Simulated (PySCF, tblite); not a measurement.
# C7H11FSi: geometry, infrared bands and NMR shifts

What infrared bands and NMR shifts should C7H11FSi (`CC(C)C1=C[SiH2]C(F)=C1`) show?

The runs use tblite 0.8.0 and PySCF 2.14.0, with density-fitted response routines of our own; the level of theory stands in each step. All values are computed, except where a source is named. Atoms count from 0, in the outputs and in this text.

## Step 1: The molecule as given

20 atoms, charge 0, multiplicity 1; geometry from: force field or distance geometry start.

Bonds of the start (Å): C0–C1 1.52, C1–C2 1.54, C1–C3 1.51, C3–C4 1.34, C4–Si5 1.88, Si5–C6 1.86, C6–F7 1.35, C6–C8 1.34, C8–C3 1.47, C0–H9 1.11, C0–H10 1.10, C0–H11 1.09, C1–H12 1.08, C2–H13 1.09, C2–H14 1.08, C2–H15 1.10, C4–H16 1.08, Si5–H17 1.49, Si5–H18 1.49, C8–H19 1.09.

## Step 2: Relaxing the molecule with GFN2-xTB

What the job is given:

```
{"job": {"kind": "relax", "xc": "GFN2-xTB", "basis": "xTB"}, "charge": 0, "multiplicity": 1}
C     -1.965600     1.073200    -0.457000
C     -1.157200    -0.184200    -0.725900
C     -1.781800    -1.405400    -0.032100
C      0.292100    -0.006100    -0.322600
C      1.335700    -0.083400    -1.161800
Si     2.978700     0.189700    -0.286600
C      1.999100     0.386500     1.278300
F      2.542300     0.632800     2.493300
C      0.682900     0.247300     1.075600
H     -2.995300     0.958700    -0.842400
H     -2.056600     1.297000     0.611800
H     -1.529100     1.941500    -0.949000
H     -1.192800    -0.373700    -1.788500
H     -1.859600    -1.270700     1.046900
H     -1.214000    -2.302300    -0.226100
H     -2.807000    -1.565700    -0.405600
H      1.304300    -0.261300    -2.228600
H      3.823600    -1.038800    -0.326500
H      3.641600     1.442300    -0.740300
H     -0.046600     0.333200     1.875500
```

Launch:

```console
> OMP_NUM_THREADS=1 python probes_run.py task.json out
```

One launch serves the whole session: the jobs run in the order shown.

**Question.** This job is followed by: GFN2-xTB harmonic vibrations, gas phase; GIAO PBE0/pcSseg-1 NMR shielding, non-relativistic, gas phase. Predict these results of the whole session: strongest single infrared mode (GFN2-xTB); zero-point energy (GFN2-xTB); ¹³C shifts against TMS (PBE0/pcSseg-1, means over atoms taken as alike); ¹H shifts against TMS (PBE0/pcSseg-1, means over atoms taken as alike); ²⁹Si shifts against TMS (PBE0/pcSseg-1); ¹⁹F shifts against CFCl3 (PBE0/pcSseg-1).

The runs gave:

| quantity | value |
| --- | --- |
| strongest single infrared mode (GFN2-xTB) | 2275 cm⁻¹, 435 km/mol |
| zero-point energy (GFN2-xTB) | 97.5 kcal/mol |
| ¹³C shifts against TMS (PBE0/pcSseg-1, means over atoms taken as alike) | 189.3, 176.7, 129.0, 110.2, 42.6, 23.4 ppm |
| ¹H shifts against TMS (PBE0/pcSseg-1, means over atoms taken as alike) | 6.54, 5.10, 4.60, 2.55, 1.12 ppm |
| ²⁹Si shifts against TMS (PBE0/pcSseg-1) | -60.3 ppm |
| ¹⁹F shifts against CFCl3 (PBE0/pcSseg-1) | -115.1 ppm |

Over 30 steps the energy fell by 0.124 eV; of the close pairs, Si5–C6 changed most, 1.857 to 1.900 Å. No mode is imaginary among the 54: a minimum at this level. Unscaled tight-binding wavenumbers are off by several per cent, some by more. Its intensities can rank the bands wrongly. At PBE0/pcSseg-1: The widest tensor belongs to F7: span 294 ppm, with a paramagnetic part of -186 ppm.
